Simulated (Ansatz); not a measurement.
Crystal: VCrC2.

```
Cr V C
1.0
     1.46063    0.84330    4.73939
    -1.46063    0.84330    4.73939
     0.00000   -1.68659    4.73939
Cr V C
1 1 2
Direct
  0.50000 0.50000 0.50000
  0.00000 0.00000 0.00000
  0.24876 0.24876 0.24876
  0.75124 0.75124 0.75124
```

The cell comes from a database or a generator and needn't be the stable form of this composition.

Base run:

- Program: Ansatz 0.2.0
- Functional: PBEsol
- Potentials or basis: Ansatz PAW
- Cutoff: 420 eV (not typed: the program's choice for these potentials)
- k mesh: 9 × 9 × 9
- Occupations: fermi-dirac, width 0.05 eV
- Spin: collinear spin, ferromagnetic start
- Starting moments: [4.5, 3.0, 0.0, 0.0] μB
- Fixed moment: 7.5 μB

Its results: pressure 59.7 GPa; site moments Cr +2.68; V +1.78; C +0.67 μB; largest force 0.127 eV/Å.

Question: After a change of settings the same cell gave: pressure -2.2 GPa; site moments Cr +1.62; V +0.53; C -0.04 μB; largest force 0.080 eV/Å. Which change was it?
A. fixed moment from 7.5 μB to 2.5 μB; moments at the start from [4.5, 3.0, 0.0, 0.0] to [1.5, 1.0, 0.0, 0.0]
B. fixed moment from 7.5 μB to 1.2 μB; moments at the start from [4.5, 3.0, 0.0, 0.0] to [0.72, 0.48, 0.0, 0.0]
C. fixed moment from 7.5 μB to 5 μB; moments at the start from [4.5, 3.0, 0.0, 0.0] to [3.0, 2.0, 0.0, 0.0]
D. fixed moment from 7.5 μB to 3.8 μB; moments at the start from [4.5, 3.0, 0.0, 0.0] to [2.28, 1.52, 0.0, 0.0]

Answer: A.

Caveats: the total moment is fixed, so each spin has its own Fermi level; the PAW data sets come from PBE, with cores solved anew for the run's functional, which leaves a small shift of forces and pressure; the thresholds are loose for stress; a pressure of tens of GPa on the cell as given is suspect, and the run, the potentials or the cell itself is likely at fault (some runs).
